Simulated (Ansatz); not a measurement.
**GeH₃Cl + H₂O₂: a complex and its separated parts**

Aim: how far the complex at one end of a reaction step lies below its separated, relaxed parts, level by level.

The runs use Ansatz 0.2.0, Gaussian basis; PBE0-D4/def2-TZVP structures, single points in def2-TZVPP, no counterpoise correction.

Levels: SPW92, PBE-D4, BLYP-D4, r2SCAN-D4, B97M-V, PBE0-D4, B3LYP-D4, r2SCAN0-D4, BHLYP-D4, CAM-B3LYP-D4, wB97X-V, wB97M-V, B2PLYP, PBE-QIDH, RPA on PBE, Hartree-Fock, MP2, CCSD, CCSD(T).

Correlated methods freeze the cores. Filled d shells of the heavier atoms are correlated. B3LYP uses VWN-RPA correlation. B2PLYP carries no dispersion term here.

20 further runs of the same task are left out: 20 set aside as unsound or not needed.

### Step 1. Where the work starts

The complex: 9 atoms, charge 0, spin multiplicity 1.

Atoms are counted from 1 here; the program's logs count them from 0.

Bond lengths: Ge1–Cl2 2.177 Å, Ge1–H3 1.528 Å, Ge1–H4 1.526 Å, Ge1–H5 1.534 Å, H6–O7 0.972 Å, O7–O8 1.423 Å, O8–H9 0.965 Å. Angles: Cl2–Ge1–H3 107.0°, Cl2–Ge1–H4 107.0°, Cl2–Ge1–H5 104.5°, H3–Ge1–H4 113.9°, H3–Ge1–H5 111.6°, H4–Ge1–H5 112.2°, H6–O7–O8 100.9°, O7–O8–H9 101.6°.

Coordinates:

```xyz
9

Ge   -0.5269    1.0224   -1.0275
Cl    0.6594   -0.6777   -1.6937
H    -1.8623    0.4684   -0.5330
H     0.2833    1.7369    0.0509
H    -0.7037    1.8834   -2.2845
H     1.3777   -1.1367    0.5037
O     1.3020   -1.1046    1.4718
O    -0.0499   -0.6853    1.6226
H    -0.4797   -1.5070    1.8895
```

Its parts: GeH₃Cl holds atoms 1, 2, 3, 4, 5; H₂O₂ holds atoms 6, 7, 8, 9. Each part counts its atoms afresh in its own runs.

### Step 2. Relaxing GeH₃Cl alone

relax-a/in.yaml

```yaml
crystal:
  periodic: [false, false, false]
  atoms:
    - {symbol: Ge, position_ang: [-0.526861, 1.022379, -1.027466]}
    - {symbol: Cl, position_ang: [0.659439, -0.677709, -1.693680]}
    - {symbol: H, position_ang: [-1.862342, 0.468357, -0.532992]}
    - {symbol: H, position_ang: [0.283301, 1.736868, 0.050900]}
    - {symbol: H, position_ang: [-0.703661, 1.883440, -2.284512]}
basis:
  gaussian: {orbitals: def2-TZVP}
hamiltonian: {xc: pbe0, dispersion: d4}
relax: {f_tol: 0.005, max_steps: 200}
```

No record of the launch command was kept for these runs.

Further steps of the session: Relaxing H₂O₂ alone; wB97M-V/def2-TZVPP; CCSD(T)/def2-TZVPP; Vibrations of GeH₃Cl; Vibrations of H₂O₂.

**Question.** What will these runs give? Wanted: complex less parts, CCSD(T)/def2-TZVPP; with zero-point energy; largest T1 diagnostic.

The runs gave:

| quantity | value |
| --- | --- |
| complex less parts, CCSD(T)/def2-TZVPP | -21.3 kJ/mol |
| with zero-point energy | -16.4 kJ/mol |
| largest T1 diagnostic | 0.011 |

At CCSD(T) the complex lies 21.3 kJ/mol below its parts. Among the functionals r2SCAN0-D4 lands nearest to CCSD(T) (-1.4 kJ/mol) and SPW92 farthest (-14.9 kJ/mol). Mean unsigned error by rung: LDA 14.9, GGA 3.1, meta-GGA 1.9, hybrid 1.9, range-separated hybrid 2.5, double hybrid 2.7 kJ/mol. PBE-D4 gives a relative energy 3.5 kJ/mol too low, inside chemical accuracy (1 kcal/mol, 4.2 kJ/mol). No counterpoise was applied, and triple zeta lacks some correlation, so the CCSD(T) reference has a basis error of its own, and close matches with it are partly luck.
